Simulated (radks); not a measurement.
# Ionisation of Ag⁺: one atom, several choices of exchange strength α

An exercise on one series of results from a longer session: the logs are not shown, and one member is left open.

Method: Dirac Kohn-Sham, spin-unpolarised, spherical densities, finite nucleus; open shells fill j = l - 1/2 first. Code: radks (a radial shooting solver on a logarithmic mesh, Libxc functionals) version 1.

## Starting point

| Quantity | Value |
| --- | --- |
| element | silver (Z = 47) |
| charge | +1 |
| electrons | 46 |
| configuration | [Kr] 4d10 |
| ion | Ag²⁺, [Kr] 4d9 |
| choices | α = 0.631; α = 0.667; α = 0.723; α = 0.8; α = 0.878; α = 1.025; α = 1.026 |

The first run:

Input:

```text
Z 47
configuration [Kr] 4d10
relativity Dirac
functional xalpha 0.631
spin unpolarised
j_filling energy
nucleus finite rms 4.5454 fm
c 137.035999084
```

Among the steps run: α = 0.631: Ag⁺.

One table of the session follows, with a row left open; its other results are not shown here.

It belongs to the step «α = 0.631: Ag⁺». Sizes of the orbitals, from the radial functions (bohr):

| level | <r> | outermost maximum (interpolated) | 90 % within | nodes |
| --- | --- | --- | --- | --- |
| 3p3/2 | 0.3720 | 0.330 | 0.560 | 1 |
| 3d3/2 | 0.3447 | 0.272 | 0.546 | 0 |
| 3d5/2 | 0.3482 | 0.275 | 0.551 | 0 |
| 4s1/2 | 0.9131 | 0.823 | 1.33 | 3 |
| 4p1/2 | ? | ? | ? | ? |
| 4p3/2 | 1.014 | 0.886 | 1.51 | 2 |
| 4d3/2 | 1.397 | 1.03 | 2.27 | 1 |
| 4d5/2 | 1.421 | 1.05 | 2.31 | 1 |

Q: Estimate the row for 4p1/2 from the others.

As computed: <r>: 0.9813; outermost maximum (interpolated): 0.860; 90 % within: 1.46; nodes: 2. In the column «<r>» it lies between 4s1/2 (0.9131) and 4p3/2 (1.014).

To keep in mind: Spin polarisation and multiplet splitting are left out, so open shells lie too high by an amount that depends on their filling.
